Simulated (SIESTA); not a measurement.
GaSb3 under changes of volume

One of the cells (26.479 Å³/atom); the others are scaled copies at fixed shape and fractional positions:

```
Sb Ga
1.0
     0.00000    3.75530    3.75530
     3.75530    0.00000    3.75530
     3.75530    3.75530    0.00000
Sb Ga
3 1
Direct
  0.50000 0.50000 0.50000
  0.75000 0.75000 0.75000
  0.25000 0.25000 0.25000
  0.00000 0.00000 0.00000
```

The cell comes from a database or a generator and needn't be the stable form of this composition.

- Program: SIESTA 5.4.2
- Functional: PBEsol
- Potentials or basis: PseudoDojo 0.4 standard (PBEsol files)
- Basis: DZP (energy shift 0.003 Ry; two zetas on semicore shells)
- Grid cutoff: 800 Ry
- Energy shift: 0.003 Ry
- k mesh: 6 × 6 × 6
- Occupations: fermi-dirac, width 0.05 eV
- Spin: no spin polarisation

```tsv
volume (Å³/atom)	energy over the lowest point (meV/atom)	pressure (GPa)
24.402	1.98	1.5
24.922	0.00	0.2
25.441	?	?
26.479	14.55	-3.0
26.998	25.67	-3.9
27.518	39.57	-4.7
```

Problem. What does the run at 25.441 Å³/atom give?

Solution. Energy over the lowest point 1.47 meV/atom; pressure -1.0 GPa.

Worked out: A Birch-Murnaghan fit of order 3 (a polynomial in V^(-2/3)) to the other rows has its minimum at 24.95 Å³/atom with B0 = V·E''(V) = 52 GPa (rough, since the energies scatter). It gives 1.56 meV/atom at 25.441 Å³/atom, against the run's 1.47, and -dE/dV = -1.0 GPa, against -1.0.

Energies are extrapolated to zero smearing.

Caveats: the basis of atomic orbitals isn't converged, which shifts pressures, moduli and gaps.
